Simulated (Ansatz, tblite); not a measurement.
# The cluster Na3Br4: one state, many levels

Aim: run the doublet of the cluster Na3Br4 at one geometry on many levels, and compare frontier levels, spin and run time.

Computed with Ansatz 0.2.0, Gaussian basis. Level: as each input shows.

Plan: GFN1-xTB, GFN2-xTB, PBE-D4/def2-SVP, r2SCAN-D4/def2-SVP, BLYP-D4/def2-SVP, HSE06-D4/def2-SVP, r2SCAN0-D4/def2-SVP, HF/STO-3G, MP2/def2-SVP, RPA/def2-SVP.

6 further runs of the same task are left out: 3 that didn't finish, 3 set aside as unsound or not needed. Runs told in other sessions of the task aren't counted.

### Step 1. The geometry

The geometry is that of the doublet, from an earlier relaxation (r2SCAN-D4/def2-SVP). At that level it is the lowest of the isomers that a small search found.

7 atoms, charge 0, spin multiplicity 2.

Bond lengths: Na1–Br4 2.866 Å, Na1–Br5 2.666 Å, Na1–Br6 2.870 Å, Na2–Br5 2.672 Å, Na2–Br7 2.672 Å, Na3–Br4 2.866 Å, Na3–Br6 2.870 Å, Na3–Br7 2.666 Å. Angles: Br4–Na1–Br5 129.7°, Br4–Na1–Br6 62.0°, Br5–Na1–Br6 128.1°, Br5–Na2–Br7 136.7°, Br4–Na3–Br6 62.0°, Br4–Na3–Br7 129.7°, Br6–Na3–Br7 128.0°, Na1–Br4–Na3 87.5°, Na1–Br5–Na2 100.8°, Na1–Br6–Na3 87.4°, Na2–Br7–Na3 100.8°.

PBE0-D4/def2-SVP was run before; its log isn't repeated, and its numbers join the tables.

### Step 2. GFN1-xTB

Tight binding, by tblite at 300 K electronic temperature and without a spin-polarisation term:

```python
tblite.interface.Calculator('GFN1-xTB', numbers, positions, charge=0, uhf=1).singlepoint()
```

Energy -451.3296 eV; 0.021 s.

### Step 3. GFN2-xTB

Tight binding, by tblite at 300 K electronic temperature and without a spin-polarisation term:

```python
tblite.interface.Calculator('GFN2-xTB', numbers, positions, charge=0, uhf=1).singlepoint()
```

Energy -470.6299 eV; 0.011 s.

### Step 4. PBE-D4/def2-SVP

start.molden holds the orbitals of an earlier run on this state, given as this run's starting guess.

Contents of in.yaml:

```yaml
crystal:
  periodic: [false, false, false]
  atoms:
    - {symbol: Na, position_ang: [1.806298, -0.681950, 0.960206]}
    - {symbol: Na, position_ang: [-0.721536, 2.555036, 0.738606]}
    - {symbol: Na, position_ang: [-1.372502, -0.897368, -1.400287]}
    - {symbol: Br, position_ang: [-0.163874, -2.703862, 0.467481]}
    - {symbol: Br, position_ang: [1.514490, 1.767273, 1.970834]}
    - {symbol: Br, position_ang: [1.403292, -1.537258, -1.749605]}
    - {symbol: Br, position_ang: [-2.466147, 1.498139, -0.987234]}
basis:
  gaussian: {orbitals: def2-SVP, initial_orbitals: start.molden}
magnetization: {spin_polarized: true, initial_magnetization: 1}
hamiltonian: {xc: pbe, dispersion: d4}
scf: {omitted_lower_state_checks: [starts]}
output: {forces: true, orbitals: {seedname: orbitals}}
```

Launch:

```bash
ansatz run in.yaml --threads 4 --pin off --events-out ev --progress --plain --max-ram 4787MiB
```

The runs that follow: r2SCAN-D4/def2-SVP; BLYP-D4/def2-SVP; HSE06-D4/def2-SVP; r2SCAN0-D4/def2-SVP; HF/STO-3G; MP2/def2-SVP; RPA/def2-SVP.

Q: Predict the results of all the runs planned. Wanted: gap in def2-SVP, named functionals, smallest and largest; correlation energy, MP2/def2-SVP; ⟨S²⟩ in def2-SVP, named functionals, smallest and largest.

As calculated:

| quantity | value |
| --- | --- |
| gap in def2-SVP, named functionals, smallest and largest | 0.41 eV (BLYP-D4), 2.68 eV (r2SCAN0-D4) |
| correlation energy, MP2/def2-SVP | -25.83 eV |
| ⟨S²⟩ in def2-SVP, named functionals, smallest and largest | 0.751, 0.755 |

**Reading.** Orbital gaps of the named functionals in def2-SVP span 0.41 eV (BLYP-D4) to 2.68 eV (r2SCAN0-D4); exact exchange widens it.
